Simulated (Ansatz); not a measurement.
BeGa: a test of scalar relativity, run with Ansatz's Python interface.

The script, `bega_x2c.py`:
```python
# -*- coding: utf-8 -*-
"""BeGa with and without the spin-free two-component Hamiltonian."""

import ansatz as az
from ase import Atoms
import numpy as np


def main():
    atoms = Atoms(["Be", "Ga"], positions=[
        (0.0, 0.0, 0.0),
        (0.0, 0.0, 2.165),
    ])
    geometry = az.Crystal.molecule_from_ase(atoms)

    calculation = geometry.calculation().functional("hf").spin("collinear", total=1).forces()
    # a set contracted for a scalar-relativistic Hamiltonian goes with the relativistic run
    sets = {"none": "cc-pVTZ", "scalar": "cc-pVTZ-DK"}
    found = {kind: calculation.basis(gaussian=basis).pseudopotentials(relativity=kind).run().report for kind, basis in sets.items()}
    for kind, each in found.items():
        dipole = 4.803205 * np.linalg.norm(each["charge_distribution"]["dipole_moment_e_ang"])
        print(f"{kind:7s} E = {each['free_energy_ev']:.4f} eV  dipole {dipole:.3f} D  largest force {np.abs(each['forces_ev_ang']).max():.4f} eV/A")
    print(f"relativity lowers the total energy by {found['none']['free_energy_ev'] - found['scalar']['free_energy_ev']:.3f} eV")


if __name__ == "__main__":
    main()
```

What does scalar relativity change in the total energy and in the dipole?

The total moves by -515.0 eV, nearly all in the cores, and the dipole from 0.24 to 0.22 D.

The output:

Running `python bega_x2c.py` prints:
```text
none    E = -52731.2412 eV  dipole 0.237 D  largest force 1.5229 eV/A
scalar  E = -53246.2200 eV  dipole 0.220 D  largest force 1.4611 eV/A
relativity lowers the total energy by 514.979 eV
```

Notes:
- Total energies depend on the basis set; only differences at equal settings carry meaning.
- The geometry is a force-field or estimated start, not a minimum of this method. The basis set changes with the Hamiltonian (a set recontracted for scalar relativity), and most of the change in the total lies in the cores.
- The species is open-shell (spin multiplicity 2).
- The expectation value of S² is noticeably off S(S+1) in at least one run, so that state is spin-contaminated.
- The spin state was assumed, and another may lie lower.
- Run time: 9.6 s on 1 thread of Arm Neoverse V1 (shared host), peak memory 0.2 GiB.
